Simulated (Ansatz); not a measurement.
Runs of Ansatz 0.2.0 on Sc3Te. Symmetry: Fm-3m, No. 225, cubic system. The conventional cell has a = 7.139 Å, b = 7.139 Å, c = 7.139 Å, α = 90.00°, β = 90.00°, γ = 90.00°. Sc (site symmetry -43m) is surrounded by 4 Sc at 3.09 Å and 4 Te at 3.09 Å. Sc (site symmetry m-3m) has 8 Sc at 3.09 Å as nearest neighbours. Te (site symmetry m-3m) is surrounded by 8 Sc at 3.09 Å. The cell was built by a generator and needn't be a form met in nature.

| task | cell | target pressure (GPa) | gap on the mesh (eV) | pressure (GPa) |
| --- | --- | --- | --- | --- |
| single point | strained by -1 % | - | none | 0.4 |
| relaxation of cell and atoms | relaxed to 5 GPa | 5 | none | 5.0 |
| relaxation of cell and atoms | relaxed to 2 GPa | 2 | none | 2.0 |
| single point | as given | - | none | (a) |
| relaxation of cell and atoms | relaxed | - | none | 0.0 |

Alike in all rows: level PBE; potentials or basis Ansatz PAW; no spin polarisation; k mesh 5 × 5 × 5; cutoff (eV) 420; smearing fermi-dirac 0.05 eV.

**Question.** Fill in the values left out.

**Answer.** (a) -0.1.

Caveats: the plane-wave basis is chosen anew once the cell has moved, so the energies of steps on either side of that aren't comparable (some runs).

A k mesh can miss the band edges, and the runs leave out spin-orbit coupling on Te.

A gap of «none» marks a metal or a gap under the smearing width.
